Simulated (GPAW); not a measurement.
A run of GPAW 26.7.0 is set up as follows.

The input run.py:

```python
from ase import Atoms
from ase.filters import FrechetCellFilter
from ase.io import write
from ase.optimize import BFGS
from gpaw import GPAW, PW, setup_paths

setup_paths.insert(0, '.')

atoms = Atoms(['Se', 'Ti', 'Ti', 'Ti'],
              cell=[[3.1974455988, 0.0, 0.0],
                    [-1.5987227994, 2.7690691158, 0.0],
                    [0.0, 0.0, 7.942745]],
              scaled_positions=[[0.0, 0.0, 0.0],
                                [0.6666666667, 0.3333333333, 0.5],
                                [0.3333333333, 0.6666666667, 0.772902],
                                [0.3333333333, 0.6666666667, 0.227098]],
              pbc=True)

calc = GPAW(mode=PW(600),
            xc='PBEsol',
            kpts={'size': (6, 6, 3), 'gamma': True},
            occupations={'name': 'fermi-dirac', 'width': 0.05},
            nbands=39,
            convergence={'density': 1e-05, 'forces': 0.0001},
            maxiter=150,
            txt='gpaw.txt')
atoms.calc = calc
opt = BFGS(FrechetCellFilter(atoms), trajectory='relax.traj', logfile='-')
done = opt.run(fmax=0.02, steps=60)
calc.write('gs.gpw')
write('result.traj', atoms)
print('Converged:', done)
print('Cell:', atoms.cell.cellpar().round(4))
print('Volume:', round(atoms.get_volume(), 4))
print(atoms.get_scaled_positions().round(5))
```

Potentials or basis: PAW data sets generated in the run's folder for this functional, pw.

Launch:

```console
$ gpaw-setup -f PBEsol Se Ti
$ OMP_NUM_THREADS=1 python run.py
```

**Question.** Predict the relaxed cell.

**Answer.** a = 3.155 Å, b = 3.155 Å, c = 7.837 Å, α = 90.00°, β = 90.00°, γ = 120.00°.

**Question.** What does it give for the relaxed volume?

**Answer.** 16.89 Å³/atom.

**Question.** Predict the band gap on the k mesh.

**Answer.** None (metal or under the smearing width).

**Question.** Estimate the space group after relaxing (to 0.05 Å).

**Answer.** P-6m2 (No. 187).

Step by step:
| step | energy change (eV) | largest force (eV/Å) | pressure (GPa) | volume (Å³) |
| --- | --- | --- | --- | --- |
| 1 | 0.0000 | 0.0909 | -4.66 | 70.32 |
| 2 | -0.0092 | 0.0600 | -4.06 | 69.94 |
| 3 | -0.0299 | 0.1281 | 0.05 | 67.59 |
| 4 | -0.0305 | 0.1024 | -0.10 | 67.65 |
| 5 | -0.0313 | 0.0193 | -0.21 | 67.64 |
| 6 | -0.0312 | 0.0032 | -0.09 | 67.55 |

Caveat: the k mesh is coarse (spacing up to 0.38 Å⁻¹), so the values aren't converged; later steps reuse the first step's grids.
